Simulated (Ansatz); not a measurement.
# Be2Si in Ansatz: convergence with k mesh

The system is Be2Si.

```
Si Be
1.0
     0.00000    2.64000    2.64000
     2.64000    0.00000    2.64000
     2.64000    2.64000    0.00000
Si Be
1 2
Direct
  0.00000 0.00000 0.00000
  0.25000 0.25000 0.25000
  0.75000 0.75000 0.75000
```

The cell comes from a database or a generator and needn't be the stable form of this composition.

```yaml
Program: Ansatz 0.2.0
Task: convergence study
Functional: PBE
Potentials_or_basis: Ansatz PAW
Cutoff: "420 eV (not typed: the program's choice for these potentials)"
k_mesh: 3 × 3 × 3
Occupations: fermi-dirac, width 0.1 eV
Spin: no spin polarisation
```

These are the settings of the first run; the series varies k mesh, with any setting tied to it.

Hardware: 2 threads of Arm Neoverse V2, with other jobs on the host.

| k mesh | energy less the tightest run, at zero smearing (meV/atom) | pressure (GPa) | SCF cycles | CPU time (s) | peak memory (GiB) |
| --- | --- | --- | --- | --- | --- |
| 3 × 3 × 3 | 199.06 | 1.59 | 6 | 0.38 | 0.24 |
| 4 × 4 × 4 | 51.85 | 0.33 | 6 | 0.45 | 0.25 |
| 5 × 5 × 5 | 15.38 | 0.12 | 6 | 0.48 | 0.24 |
| 6 × 6 × 6 | 6.06 | 0.16 | 7 | 0.57 | 0.25 |
| 8 × 8 × 8 | -0.63 | 0.17 | 6 | 0.75 | 0.26 |
| 10 × 10 × 10 | -0.88 | 0.17 | 6 | 1.1 | 0.27 |
| 12 × 12 × 12 | -0.28 | 0.19 | 6 | 1.5 | 0.29 |
| 14 × 14 × 14 | 0.00 | 0.20 | 6 | 2 | 0.3 |

Against the tightest run, the energy stays within 1 meV/atom from 8 × 8 × 8 on; the pressure stays within 0.1 GPa from 5 × 5 × 5 on. Meshes of other sizes hit other points, so gaps and Fermi surfaces needn't settle smoothly. The tightest run that finished is the yardstick and may itself not be fully converged.
